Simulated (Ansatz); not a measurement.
# Mn3Fe2Si3: the cost of one run

Program: Ansatz 0.2.0. Level of theory: DFT r²SCAN, scalar-relativistic, plane waves, PAW. These are calculated values, not measurements.

### 1 The structure to begin with

It takes space group P6_3/mcm (No. 193, hexagonal). Conventional cell: a = 6.919 Å, b = 6.919 Å, c = 4.702 Å, α = 90.00°, β = 90.00°, γ = 120.00°. Around Mn (site symmetry m2m) lie 5 Si at 2.42 to 2.61 Å. Around Fe (site symmetry 32) lie 2 Fe at 2.35 Å and 6 Si at 2.41 Å. Si (site symmetry m2m) is surrounded by 4 Fe at 2.41 Å and 5 Mn at 2.42 to 2.61 Å and 2 Si at 2.71 Å.

Coordinates:

```
CELL_PARAMETERS angstrom
6.91933 0.00000 0.00000
-3.45967 5.99232 0.00000
0.00000 0.00000 4.70200
ATOMIC_POSITIONS crystal
Mn 0.76144 0.00000 0.25000
Mn 0.00000 0.76144 0.25000
Mn 0.23856 0.23856 0.25000
Mn 0.23856 0.00000 0.75000
Mn 0.00000 0.23856 0.75000
Mn 0.76144 0.76144 0.75000
Fe 0.33333 0.66667 0.50000
Fe 0.66667 0.33333 0.50000
Fe 0.66667 0.33333 0.00000
Fe 0.33333 0.66667 0.00000
Si 0.40212 0.00000 0.25000
Si 0.00000 0.40212 0.25000
Si 0.59788 0.59788 0.25000
Si 0.59788 0.00000 0.75000
Si 0.00000 0.59788 0.75000
Si 0.40212 0.40212 0.75000
```

This cell comes from an earlier session at r²SCAN: 12.185 Å³/atom at 0.02 GPa, on a 6×6×8 mesh.

### 2 Ferrimagnetic, in the cell as typed

input.yaml

```yaml
crystal:
  lattice:
    - [6.9193315176, 0.0, 0.0]
    - [-3.4596657588, 5.9923168714, 0.0]
    - [0.0, 0.0, 4.7020005086]
  atoms:
    - { symbol: Mn, position: [0.7614383766, 0.0, 0.25], spin: 3.5 }
    - { symbol: Mn, position: [0.0, 0.7614383766, 0.25], spin: 3.5 }
    - { symbol: Mn, position: [0.2385616234, 0.2385616234, 0.25], spin: 3.5 }
    - { symbol: Mn, position: [0.2385616234, 0.0, 0.75], spin: 3.5 }
    - { symbol: Mn, position: [0.0, 0.2385616234, 0.75], spin: 3.5 }
    - { symbol: Mn, position: [0.7614383766, 0.7614383766, 0.75], spin: 3.5 }
    - { symbol: Fe, position: [0.3333333333, 0.6666666667, 0.5], spin: -2.5 }
    - { symbol: Fe, position: [0.6666666667, 0.3333333333, 0.5], spin: -2.5 }
    - { symbol: Fe, position: [0.6666666667, 0.3333333333, 0.0], spin: -2.5 }
    - { symbol: Fe, position: [0.3333333333, 0.6666666667, 0.0], spin: -2.5 }
    - { symbol: Si, position: [0.4021224835, 0.0, 0.25] }
    - { symbol: Si, position: [0.0, 0.4021224835, 0.25] }
    - { symbol: Si, position: [0.5978775165, 0.5978775165, 0.25] }
    - { symbol: Si, position: [0.5978775165, 0.0, 0.75] }
    - { symbol: Si, position: [0.0, 0.5978775165, 0.75] }
    - { symbol: Si, position: [0.4021224835, 0.4021224835, 0.75] }
basis:
  ecutwfc: 500
  ecutrho_ratio: 4
kpoints:
  mp_grid: { grid: [6, 6, 8] }
hamiltonian:
  xc: r2scan
scf:
  occupations: { method: gaussian, width: 0.05 }
  lower_state_search: "off"
output:
  forces: true
  stress: true
  eigenvalues: true
  populations: true
magnetization:
  spin_polarized: true
```

Launch:

```sh
$ ansatz run input.yaml --threads 8 --pin off --max-ram 22528MiB --backend cpu --events-out ev --progress --plain --runs-dir out
```

Q: Estimate wall time and peak memory on 8 threads of Arm Neoverse V1, shared host.

About 91 s, with a peak of 3.1 GiB.
